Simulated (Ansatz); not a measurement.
# AgB2 (P6/mmm): zero-pressure volume and bulk modulus with PBE + D3(BJ)-ATM

Aim: take the cell of AgB2 (P6/mmm) to zero pressure with PBE + D3(BJ)-ATM, then fit an equation of state.

Program: Ansatz 0.2.0. Level of theory: DFT PBE + D3(BJ)-ATM, scalar-relativistic, plane waves, PAW. These are calculated values, not measurements.

1 further run of the same task is left out (set aside as unsound or not needed). Runs told in other sessions of the task aren't counted.

## Step 1: The system as given

It takes space group P6/mmm (No. 191, hexagonal). The conventional cell has a = 2.844 Å, b = 2.844 Å, c = 3.605 Å, α = 90.00°, β = 90.00°, γ = 120.00°. Around Ag (site symmetry 6/mmm) lie 12 B at 2.44 Å. B (site symmetry -6m2) is surrounded by 3 B at 1.64 Å and 6 Ag at 2.44 Å.

As a file:

```
Ag B
1.0
     2.84426    0.00000    0.00000
    -1.42213    2.46320    0.00000
     0.00000    0.00000    3.60454
Ag B
1 2
Direct
  0.00000 0.00000 0.00000
  0.33333 0.66667 0.50000
  0.66667 0.33333 0.50000
```

At PBE, an earlier run found 58.68 GPa for this cell of 8.418 Å³/atom (10×10×8 mesh), metallic. The cell is compressed at this level.

## Step 2: At the given cell

input.yaml

```yaml
crystal:
  lattice:
    - [2.8442575057, 0.0, 0.0]
    - [-1.4221287528, 2.4631992548, 0.0]
    - [0.0, 0.0, 3.6045386006]
  atoms:
    - { symbol: Ag, position: [0.0, 0.0, 0.0] }
    - { symbol: B, position: [0.3333333333, 0.6666666667, 0.5] }
    - { symbol: B, position: [0.6666666667, 0.3333333333, 0.5] }
basis:
  ecutwfc: 420
  ecutrho_ratio: 4
kpoints:
  mp_grid: { grid: [10, 10, 8] }
hamiltonian:
  xc: pbe
  dispersion: d3bjatm
scf:
  occupations: { method: gaussian, width: 0.05 }
output:
  forces: true
  stress: true
  eigenvalues: true
relax:
  f_tol: 0.02
  max_steps: 40
  cell: { stress_tol: 0.2, fix: [volume] }
```

Command:

```sh
> ansatz run input.yaml --threads 4 --pin off --max-ram 8192MiB --backend cpu --events-out ev --progress --plain --runs-dir out
```

Further steps of the session: A step to a new volume; A step to a new volume; A step to a new volume; Volume × 0.98 of the new zero; Volume × 1.02 of the new zero; Volume × 0.96 of the new zero; Volume × 1.04 of the new zero.

Before running it: what results should come out? Wanted: V0; B0; gap on the mesh; dispersion energy.

The runs gave:

| quantity | value |
| --- | --- |
| V0 | 10.436 Å³/atom |
| B0 | 148 GPa |
| gap on the mesh | none (metal) |
| dispersion energy | -303 meV/atom |
| time in all | 24 s |

PBE + D3(BJ)-ATM puts the minimum at 10.44 Å³/atom, +24.0 % from the cell given, which stood at 58.7 GPa under PBE, with a bulk modulus of 148 GPa.
